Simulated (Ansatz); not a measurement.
This script makes a scan of the energy under strain of MoS2, space group P-6m2 with the Python package of Ansatz (0.2.0).

`mos2.py`
```python
import ansatz
import numpy as np
from tabulate import tabulate

VECTORS = np.array([
    [3.184126, 0.0, 0.0],
    [-1.592063, 2.757534, 0.0],
    [0.0, 0.0, 17.3346],
])
SITES = [
    ("Mo", (0.0, 0.0, 0.0)),
    ("S", (1 / 3, 2 / 3, 0.089493)),
    ("S", (1 / 3, 2 / 3, 0.910507)),
]


def crystal_on(cell):
    crystal = ansatz.Crystal(lattice=ansatz.Lattice.of(cell))
    for symbol, position in SITES:
        crystal = crystal.atom(symbol, position)
    return crystal


def main() -> None:
    values = np.linspace(-0.02, 0.02, 5)
    energies = []
    for d in values:
        strain = np.diag([d, d, 0])
        cell = VECTORS @ (np.eye(3) + strain)
        calculation = (
            crystal_on(cell).calculation()
            .occupations("methfessel_paxton", width=0.1)
            .basis(510)
            .pseudopotentials("paw")
            .functional("PBEsol")
            .kpoints(12, 12, 2)
        )
        report = calculation.run().report
        energies.append(report["free_energy_ev"] / len(SITES))
        print(f"d = {d:+.4f}  F = {energies[-1]:.5f} eV/atom")
    energies = np.array(energies)

    print(tabulate(zip(values, 1000 * (energies - energies.min())), headers=["strain", "dE (meV/atom)"], floatfmt=".3f"))
    curvature = 2 * np.polyfit(values, energies, 3)[1]
    volume = abs(np.linalg.det(VECTORS)) / len(SITES)
    print(f"d2E/dd2 over the volume: {curvature / volume * 160.21766:.1f} GPa")


if __name__ == "__main__":
    main()
```

How much energy does this biaxial strain cost, and what curvature follows?

Against the unstrained cell the energy per atom changes by -3.62 meV at one end of the scan and +32.60 meV at the other, and its second derivative over the volume is 228.8 GPa.

The output:

Running `python mos2.py` prints:
```text
d = -0.0200  F = -2223.37852 eV/atom
d = -0.0100  F = -2223.38061 eV/atom
d = +0.0000  F = -2223.37489 eV/atom
d = +0.0100  F = -2223.36194 eV/atom
d = +0.0200  F = -2223.34229 eV/atom
  strain    dE (meV/atom)
--------  ---------------
  -0.020            2.096
  -0.010            0.000
   0.000            5.718
   0.010           18.671
   0.020           38.319
d2E/dd2 over the volume: 228.8 GPa
```

Notes:
- Total energies depend on the potentials; only differences at equal settings carry meaning.
- No spin polarisation was allowed.
- The cell holds layers, chains or clusters in vacuum, no bulk phase; its stress is averaged over the vacuum too and scales with the cell's height.
- The curvature belongs to this strain pattern and to the cell's stress; it equals a single elastic constant only for simple patterns.
- Points of the mesh across the vacuum add cost only.
- The structure comes from a database of computed cells and needn't be a stable or known phase.
- The ions keep their fractional positions (clamped ions).
- Run time: 40 s on 1 thread of Arm Neoverse V1, on a shared host, peak memory 0.45 GiB.
